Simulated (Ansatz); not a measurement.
**SnH3F (SMILES [F][SnH3]) at 6 levels**

We compute a comparison of 6 runs (HSE06/STO-3G, PBE/STO-3G, PBE0/STO-3G, wB97M-V/STO-3G, UMP2/STO-3G, UCCSD(T)/STO-3G) of SnH3F. 

The results are computed with Ansatz 0.2.0.

64 further runs of the same task are left out: 12 that didn't finish, 52 set aside as unsound or not needed.

**1. The structure to begin with**

SnH3F: 5 atoms, total charge 0, spin state singlet. As SMILES, `[F][SnH3]`. The H4–Sn2 distance was set to 4.252 Å, away from the relaxed value. At this shape a bond of the SMILES string is far longer than usual.

Bond lengths: F1–Sn2 1.926 Å, Sn2–H3 1.701 Å, Sn2–H5 1.701 Å. Angles: F1–Sn2–H3 104.7°, F1–Sn2–H5 104.7°, H3–Sn2–H5 113.8°.

**2. A single-point energy at HSE06/STO-3G (run 1)**

job.yaml reads:

```yaml
crystal:
  periodic: [false, false, false]
  atoms:
    - {symbol: F, position_ang: [-1.612751, 3.059207, 0.045597]}
    - {symbol: Sn, position_ang: [-0.227351, 2.275007, -1.038403]}
    - {symbol: H, position_ang: [-0.856151, 2.286107, -2.618503]}
    - {symbol: H, position_ang: [0.318900, -1.626500, 0.560600]}
    - {symbol: H, position_ang: [1.116349, 3.296107, -0.828403]}
basis:
  gaussian: {orbitals: STO-3G}
hamiltonian: {xc: hse06}
accuracy: high
```

The run is started by

```bash
ansatz run job.yaml --threads 1 --pin off --max-ram 2610MiB --events-out events.jsonl --progress --plain --runs-dir runs
```

The program printed:

```text
Warning: RAYON_NUM_THREADS=1 ignored (pool sized by the plan → 1); use --threads N
Functional definition: HSE06
  name "HSE06"
  parameter a = 0.25
  parameter omega = 0.11/bohr
  exchange = pbe_x - a*pbe_x_sr(omega) + a*exact_x_sr(omega)
  correlation = pbe_c
627 factors; integrals over basis functions are off by at most 4.9e-9 eV
54 factors; integrals over basis functions are off by at most 5.5e-10 eV
mean field evaluation 1: about -165025.8708 eV, gradient 1.8e1 eV
mean field evaluation 2: about -165021.4475 eV, gradient 2.5e1 eV
mean field evaluation 4: about -165026.5152 eV, gradient 1.5e1 eV
mean field evaluation 8: about -165027.3492 eV, gradient 9.2e0 eV
mean field evaluation 16: about -165034.4177 eV, gradient 2.4e-6 eV
mean field -165034.41770003 eV, -6064.9029861299 hartree, gradient 4.5e-8 eV, S^2 0.000000; 0 other end points of the search recorded, 0 dependent functions left out
reference -165034.41770207 eV, -6064.9029862048 hartree; 31, 31 occupied and 4, 4 virtual orbitals, 627 factors
Total energy: -165034.41770207 eV, -6064.9029862048 hartree
```

Run time: 2.6 s. Hardware: 1 thread of Arm Neoverse V2, shared host; peak memory 0.12 GiB.

**3. A single-point energy at PBE/STO-3G (run 2)**

in.yaml reads:

```yaml
crystal:
  periodic: [false, false, false]
  atoms:
    - {symbol: F, position_ang: [-1.612751, 3.059207, 0.045597]}
    - {symbol: Sn, position_ang: [-0.227351, 2.275007, -1.038403]}
    - {symbol: H, position_ang: [-0.856151, 2.286107, -2.618503]}
    - {symbol: H, position_ang: [0.318900, -1.626500, 0.560600]}
    - {symbol: H, position_ang: [1.116349, 3.296107, -0.828403]}
basis:
  gaussian:
    orbitals: STO-3G
hamiltonian:
  xc: pbe
accuracy: high
```

The run is started by

```bash
ansatz run in.yaml --threads 1 --pin off --max-ram 2610MiB --events-out events.jsonl --progress --plain --runs-dir runs
```

The program printed:

```text
Warning: RAYON_NUM_THREADS=1 ignored (pool sized by the plan → 1); use --threads N
Functional definition: PBE
  name "PBE"
  parameter kappa = 0.804
  parameter beta = 0.06672455060314922
  exchange = pbe_x(kappa = kappa, mu = beta*pi^2/3)
  correlation = pbe_c(beta = beta)
627 factors; integrals over basis functions are off by at most 4.9e-9 eV
mean field evaluation 1: about -165016.3184 eV, gradient 1.7e1 eV
mean field evaluation 2: about -165012.0174 eV, gradient 2.0e1 eV
mean field evaluation 4: about -165013.8983 eV, gradient 3.3e1 eV
mean field evaluation 8: about -165025.2763 eV, gradient 2.4e-1 eV
mean field -165025.27660620 eV, -6064.5670571277 hartree, gradient 4.6e-8 eV, S^2 0.000000; 0 other end points of the search recorded, 0 dependent functions left out
reference -165025.27660824 eV, -6064.5670572026 hartree; 31, 31 occupied and 4, 4 virtual orbitals, 627 factors
Total energy: -165025.27660824 eV, -6064.5670572026 hartree
```

It took 1.9 s on 1 thread of Arm Neoverse V2, shared host; peak memory 0.1 GiB.

Run 3 isn't shown in full; the table further down has it.

**4. A single-point energy at wB97M-V/STO-3G (run 4)**

molecule.yaml reads:

```yaml
crystal:
  periodic: [false, false, false]
  atoms:
    - symbol: F
      position_ang: [-1.612751, 3.059207, 0.045597]
    - symbol: Sn
      position_ang: [-0.227351, 2.275007, -1.038403]
    - symbol: H
      position_ang: [-0.856151, 2.286107, -2.618503]
    - symbol: H
      position_ang: [0.318900, -1.626500, 0.560600]
    - symbol: H
      position_ang: [1.116349, 3.296107, -0.828403]
basis:
  gaussian: {orbitals: STO-3G}
hamiltonian: {xc: {name: wB97M-V}}
accuracy: high
```

The run is started by

```bash
ansatz run molecule.yaml --threads 1 --pin off --max-ram 2610MiB --events-out events.jsonl --progress --plain --runs-dir runs
```

The program printed, shortened:

```text
Warning: RAYON_NUM_THREADS=1 ignored (pool sized by the plan → 1); use --threads N
Functional definition: wB97M-V
  name "wB97M-V"
[...]
  gx(w, u) = 1 - cx + cx01*u + cx10*w
  gss(w, u) = css00 + css04*u^4 + css10*w + css20*w^2 + css43*w^4*u^3
  gos(w, u) = cos00 + cos10*w + (cos20 + cos21*u)*w^2 + (cos60 + cos61*u)*w^6
[...]
      + integral(e_c_pw_mod_opposite_spin*gos(b97_w_opposite, b97_u_opposite)) + vv10(b, c)
627 factors; integrals over basis functions are off by at most 4.9e-9 eV
144 factors; integrals over basis functions are off by at most 6.9e-10 eV
[...]
mean field -165045.81218044 eV, -6065.3217255617 hartree, gradient 1.2e-8 eV, S^2 0.000000; 0 other end points of the search recorded, 0 dependent functions left out
reference -165045.81218332 eV, -6065.3217256675 hartree; 31, 31 occupied and 4, 4 virtual orbitals, 627 factors
Total energy: -165045.81218332 eV, -6065.3217256675 hartree
```

It took 21 s on 1 thread of Arm Neoverse V2, shared host; peak memory 0.3 GiB.

Run 5 isn't shown in full; the table further down has it.

**5. The energy at UCCSD(T)/STO-3G (run 6)**

input.yaml reads:

```yaml
crystal:
  periodic: [false, false, false]
  atoms:
    - {symbol: F, position_ang: [-1.612751, 3.059207, 0.045597]}
    - {symbol: Sn, position_ang: [-0.227351, 2.275007, -1.038403]}
    - {symbol: H, position_ang: [-0.856151, 2.286107, -2.618503]}
    - {symbol: H, position_ang: [0.318900, -1.626500, 0.560600]}
    - {symbol: H, position_ang: [1.116349, 3.296107, -0.828403]}
basis:
  gaussian: {orbitals: STO-3G}
scf: {omitted_lower_state_checks: [cluster_reference, increment]}
magnetization: {spin_polarized: true}
accuracy: high
correlation: {method: ccsd_t, frozen_orbitals: {F: 1, H: 0, Sn: 18}}
```

The run is started by

```bash
ansatz run input.yaml --threads 1 --pin off --max-ram 2610MiB --events-out events.jsonl --progress --plain --runs-dir runs
```

The program printed, shortened:

```text
Warning: RAYON_NUM_THREADS=1 ignored (pool sized by the plan → 1); use --threads N
Functional definition: HF
  name "HF"
[...]
627 factors; integrals over basis functions are off by at most 4.9e-9 eV
[...]
mean field -164980.46482953 eV, -6062.9202547097 hartree, gradient 2.4e-8 eV, S^2 1.002356; 7 other end points of the search recorded, 0 dependent functions left out
19 core orbitals not correlated: weight in the atoms' cores, before any rotation towards them, 1.000 or more for the frozen orbitals, at most 0.000 for the correlated occupied ones
reference -164980.46482953 eV, -6062.9202547097 hartree; 12, 12 occupied and 4, 4 virtual orbitals, 627 factors
second order -1.24492482 eV of doubles, -0.00000000 eV of singles
cycle   1  -1.53467545 eV  change   -2.9e-1 eV  update   7.5e-2
[...]
cycle  29  -1.78585648 eV  change   -1.0e-9 eV  update   2.8e-9
perturbative correction -0.07077918 eV, -0.0026010869 hartree
Total energy: -164982.32146519 eV, -6062.9884848118 hartree
Checks for a lower state left out: cluster_reference, increment
```

Wall time 1.8 s (1 thread of Arm Neoverse V2, shared host); peak memory 0.11 GiB.

**6. Overview of the runs**

```
run            level  frozen core orbitals   energy (Eh)  wall time
  1     HSE06/STO-3G                     –  -6064.902986      2.6 s
  2       PBE/STO-3G                     –  -6064.567057      1.9 s
  3      PBE0/STO-3G                     –  -6064.883333      1.9 s
  4   wB97M-V/STO-3G                     –  -6065.321726       21 s
  5      UMP2/STO-3G                    19  -6062.966005      1.4 s
  6  UCCSD(T)/STO-3G                    19  -6062.988485      1.8 s
```

**7. What came out**

```
                                           quantity           value
                                run 6: total energy  -6062.98848 Eh
run 6: correlation energy (19 core orbitals frozen)       -68.2 mEh
                              run 6: (T) correction       -2.60 mEh
           run 6: ⟨S²⟩ of the reference determinant           1.002
                               run 6: T1 diagnostic           0.014
```

In words: Totals of different functionals can't be ranked against each other. In runs 1, 2, 3, 4, 5, 6 the basis is minimal, so the values are rough. In runs 1, 2, 3, 4 a closed-shell determinant meets a far-stretched bond, which it describes badly. In runs 1, 2, 3, 4, 5, 6 relativity is left out where basis or elements ask for it. Spin contamination of the reference: run 5 ⟨S²⟩ = 1.00, run 6 ⟨S²⟩ = 1.00. Where it is this large, the reference is a mixture of spin states, and values that rest on it are in doubt. All runs together took 31 s, the longest 21 s.
